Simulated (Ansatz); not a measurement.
# K3ScSi: the cost of one run

Program: Ansatz 0.2.0. Level of theory: DFT PBE, scalar-relativistic, plane waves, PAW. These are calculated values, not measurements.

1 further run of the same task is left out (it didn't finish).

**1. The system as given**

Symmetry: Pm-3m, No. 221, cubic system. Conventional cell: a = 5.116 Å, b = 5.116 Å, c = 5.116 Å, α = 90.00°, β = 90.00°, γ = 90.00°. K (site symmetry 4/mmm) is surrounded by 2 Si at 2.56 Å. Sc (site symmetry m-3m) is surrounded by 12 K at 3.62 Å. Around Si (site symmetry m-3m) lie 6 K at 2.56 Å.

As a file:

```cif
data_structure
_symmetry_space_group_name_H-M 'Pm-3m'
_symmetry_Int_Tables_number 221
_cell_length_a 5.1156
_cell_length_b 5.1156
_cell_length_c 5.1156
_cell_angle_alpha 90.000
_cell_angle_beta 90.000
_cell_angle_gamma 90.000
_cell_volume 133.88
loop_
_atom_site_label
_atom_site_type_symbol
_atom_site_symmetry_multiplicity
_atom_site_Wyckoff_symbol
_atom_site_fract_x
_atom_site_fract_y
_atom_site_fract_z
_atom_site_occupancy
K1 K 3 c 0.00000 0.50000 0.50000 1
Sc1 Sc 1 a 0.00000 0.00000 0.00000 1
Si1 Si 1 b 0.50000 0.50000 0.50000 1
```

Recipe of the guess: species swapped into a database cell of ScRh3C (Pm-3m, No. 221), with K on the Rh sites and Si on the C sites. Its size is a rough estimate.

**2. Probe: one point on a coarse mesh**

Input file input.yaml:

```yaml
crystal:
  lattice:
    - [5.11563975, 0.0, 0.0]
    - [0.0, 5.11563975, 0.0]
    - [0.0, 0.0, 5.11563975]
  atoms:
    - { symbol: K, position: [0.0, 0.5, 0.5] }
    - { symbol: K, position: [0.5, 0.0, 0.5] }
    - { symbol: K, position: [0.5, 0.5, 0.0] }
    - { symbol: Sc, position: [0.0, 0.0, 0.0] }
    - { symbol: Si, position: [0.5, 0.5, 0.5] }
basis:
  ecutwfc: 420
kpoints:
  mp_grid: { grid: [4, 4, 4] }
hamiltonian:
  xc: pbe
scf:
  occupations: { method: gaussian, width: 0.1 }
  lower_state_search: "off"
output:
  forces: true
  stress: true
  eigenvalues: true
```

Started as:

```bash
> ansatz run input.yaml --threads 1 --pin off --max-ram 2048MiB --backend cpu --events-out ev --progress --plain --runs-dir out
```

What time and memory should one allow on 1 thread of Arm Neoverse V2, shared host?

About 2.2 s, with a peak of 0.36 GiB.
